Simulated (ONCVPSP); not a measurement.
# Pseudopotential generation for platinum: ONCV, PBE

Aim: build the potential from the settings below, then test how well it stands in for the atom: other configurations, scattering, ghost states and the plane-wave cutoff that it needs.

Method: ONCVPSP 4.0.1.1 (patched build), PBE, scalar-relativistic.

### 1 The design

Typed settings, in words:

```json
{
 "element": "platinum (Pt, Z = 78)",
 "type": "optimised norm-conserving Vanderbilt (ONCV)",
 "frozen core": "[Kr] 4d10 4f14",
 "valence charge": "18",
 "reference configuration": "5s2 5p6 5d9 6s1",
 "partial waves": "5s+6s: rc 1.80 bohr, ncon 4, nbas 8, qcut 6.9 1/bohr, 2 projectors; 5p: rc 1.20 bohr, ncon 5, nbas 8, qcut 6 1/bohr, 2 projectors, debl 2 Ha; 5d: rc 1.35 bohr, ncon 3, nbas 6, qcut 7.7 1/bohr, 3 projectors, debl 3 Ha",
 "local potential": "polynomial inside 0.75 bohr (lpopt 5, dvloc0 0 Ha)",
 "core correction": "not asked for"
}
```

An earlier all-electron run gives the scale for the radii.

All-electron outer shells of the reference configuration (PBE, scalar-relativistic, ld1.x):

```json
{"shell": "5s", "level (eV)": "-101.82", "outermost node (bohr)": "0.49", "outermost maximum (bohr)": "0.87"}
{"shell": "4f", "level (eV)": "-70.08", "outermost node (bohr)": "–", "outermost maximum (bohr)": "0.38"}
{"shell": "5p", "level (eV)": "-56.02", "outermost node (bohr)": "0.53", "outermost maximum (bohr)": "0.98"}
{"shell": "5d", "level (eV)": "-6.14", "outermost node (bohr)": "0.57", "outermost maximum (bohr)": "1.26"}
{"shell": "6s", "level (eV)": "-5.66", "outermost node (bohr)": "1.14", "outermost maximum (bohr)": "2.38"}
{"shell": "6p", "level (eV)": "-0.84", "outermost node (bohr)": "1.36", "outermost maximum (bohr)": "3.69"}
```

### 2 The generation run

Input file Pt.dat:

```
# ATOM AND REFERENCE CONFIGURATION
# atsym  z   nc   nv     iexc    psfile
  Pt 78.00   10    4        4      upf
#
#   n    l    f
    1    0    2.00
    2    0    2.00
    2    1    6.00
    3    0    2.00
    3    1    6.00
    3    2   10.00
    4    0    2.00
    4    1    6.00
    4    2   10.00
    4    3   14.00
    5    0    2.00
    5    1    6.00
    5    2    9.00
    6    0    1.00
#
# PSEUDOPOTENTIAL AND OPTIMIZATION
# lmax
    2
#
#   l,   rc,      ep,       ncon, nbas, qcut
    0    1.80    0.00    4    8    6.90
    1    1.20    0.00    5    8    6.00
    2    1.35    0.00    3    6    7.70
#
# LOCAL POTENTIAL
# lloc, lpopt,  rc(5),   dvloc0
    4    5    0.75    0.00
#
# VANDERBILT-KLEINMAN-BYLANDER PROJECTORs
# l, nproj, debl
    0    2    3.70
    1    2    2.00
    2    3    3.00
#
# MODEL CORE CHARGE
# icmod, fcfact, rcfact
    0    0.00    0.00
#
# LOG DERIVATIVE ANALYSIS
# epsh1, epsh2, depsh
   -5.00    5.00    0.04
#
# OUTPUT GRID
# rlmax, drl
    6.00    0.01
#
# TEST CONFIGURATIONS
# ncnf
    4
# nvcnf
#   n    l    f
    4
    5    0    2.00
    5    1    6.00
    5    2    9.00
    6    0    0.00
#
    4
    5    0    2.00
    5    1    6.00
    5    2    8.00
    6    0    0.00
#
    4
    5    0    2.00
    5    1    6.00
    5    2    7.00
    6    0    0.00
#
    4
    5    0    2.00
    5    1    6.00
    5    2   10.00
    6    0    0.00
#
```

The run is started by

```bash
oncvpsp.x < Pt.dat > Pt.out
```

What does the calculation give? Wanted: cutoffs for 1 and 0.1 mHa per electron, occupied waves; bound ghosts; GHOST(+) flags; largest test error; largest phase difference near zero energy, channels read; projector energies reset by the program.

The runs gave:

| quantity | value |
| --- | --- |
| cutoffs for 1 and 0.1 mHa per electron, occupied waves | 121 Ha and 140 Ha |
| bound ghosts | s at -289.00 eV |
| GHOST(+) flags | p at 153 eV |
| largest test error (AE − PS) | -11 meV, for 5s2 5p6 5d7 6s0 |
| largest phase difference near zero energy, channels read | 0.000 rad |
| projector energies reset by the program | p: -2.059, 0.250 Ha |

It has a bound ghost (s), a state that the atom doesn't have, and that rules the file out. By total energies transferability is good: the largest error is 11 meV on 61.4 eV, for 5s2 5p6 5d7 6s0. Atomic tests can pass in spite of a ghost, since they solve only for the levels asked. It counts as very hard, with 121 Ha needed at the looser tolerance. At the looser tolerance the 5p wave is the slowest; 5d needs 19 Ha. Near zero energy the phases of the channels with partial waves agree within 0.001 rad. The program also flags highly localised states, GHOST(+) (p). Note that the frozen 4f shell (-70 eV) lies higher than the valence 5s shell (-102 eV). All of this concerns the isolated atom, not yet a solid.
